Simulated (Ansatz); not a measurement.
**GaBN (doublet): from Hartree-Fock to the top rungs at a displaced geometry (v1), cc-pVDZ**

The task here is to estimate one member of a computed series from the others.

Computed with Ansatz 0.2.0, Gaussian basis. Level: cc-pVDZ, core rule «outside noble gas», up to 16 orbitals frozen.

Plan: UHF; CCSD(T) on ROHF; CCSD(T) on UHF; BCCD(T) on ROHF; CISD as a restricted active space (open shells left free, so some higher excitations enter); CCSDT(Q) on ROHF; CCSDT(Q) on UHF.

38 further runs of the same task are left out: 7 for a known fault of the program, 12 that didn't finish, 19 set aside as unsound or not needed. Runs told in other sessions of the task aren't counted.

## The geometry

The geometry is a PBE0/def2-TZVP stationary point (not a proven minimum) with its atoms shifted at random (size 0.040 Å). No spin-orbit coupling is included. The filled d shell of Ga may be among the frozen orbitals whatever the setting's name suggests.

3 atoms, charge 0, spin multiplicity 2.

Atoms are counted from 1 here; the program's logs count them from 0.

Bond lengths: B1–Ga2 1.925 Å, Ga2–N3 1.849 Å. Angles: B1–Ga2–N3 177.2°.

The first run:

The input, in.yaml:

```yaml
crystal:
  periodic: [false, false, false]
  atoms:
    - {symbol: B, position_ang: [-0.015433, -0.009008, 1.899057]}
    - {symbol: Ga, position_ang: [-0.016266, -0.025151, -0.025913]}
    - {symbol: N, position_ang: [0.031698, 0.034159, -1.873144]}
basis:
  gaussian: {orbitals: cc-pVDZ}
magnetization: {spin_polarized: true, initial_magnetization: 1}
hamiltonian: {xc: hf}
output: {orbitals: {seedname: orbitals}}
```

Launch:

```bash
> ansatz run in.yaml --threads 1 --pin off --events-out ev --progress --plain --max-ram 2393MiB
```

Among the steps run: UHF; CCSD(T) on ROHF; CCSD(T) on UHF; BCCD(T) on ROHF; CISD as a restricted active space (open shells left free, so some higher excitations enter); CCSDT(Q) on ROHF; CCSDT(Q) on UHF.

One table of the session follows, with a row left open; its other results are not shown here.

It belongs to the step «Misses and costs». 

| method | from RCCSDT(Q) (meV) |
| --- | --- |
| UHF | +6425.4 |
| RMP2 | ? |
| UMP2 | +1504.1 |
| RCCSD | +855.2 |
| UCCSD | +356.7 |
| RCCSD(T) | -221.1 |
| UCCSD(T) | +40.7 |
| BCCD(T) | +51.4 |
| RCCSDT | -26.5 |
| UCCSDT | -159.1 |
| RCCSDT(Q) | 0 |
| UCCSDT(Q) | -276.7 |

**Question.** Estimate the row for RMP2.

As computed: from RCCSDT(Q) (meV): -391.6. In the column «from RCCSDT(Q) (meV)» it is the lowest.

Not comparable, so not listed: CISD as a restricted active space (open shells left free, so some higher excitations enter) (they don't share determinant, frozen orbitals or solution with the rows shown, or repeat one).

To keep in mind: The determinant of CCSD(T) (⟨S²⟩ 2.69) is far from a pure spin state, so its energy mixes those of several spin states; high orders of coupled cluster remove much of that, low ones don't. The determinant of CCSDT(Q) (⟨S²⟩ 2.69) is far from a pure spin state, so its energy mixes those of several spin states; high orders of coupled cluster remove much of that, low ones don't. Left out of the table: ROHF (another determinant or state than the rows shown). The program flags RCCSD(T), BCCD(T), RCCSDT(Q) as in doubt, so the zero of the table is itself unsure. Warnings: spin contamination; coupled cluster took another determinant than the lowest; large T1 diagnostic. Restricted and unrestricted rows rest on different reference determinants; a gap between their highest levels can come from leftover correlation error, from unlike frozen cores or from another state.
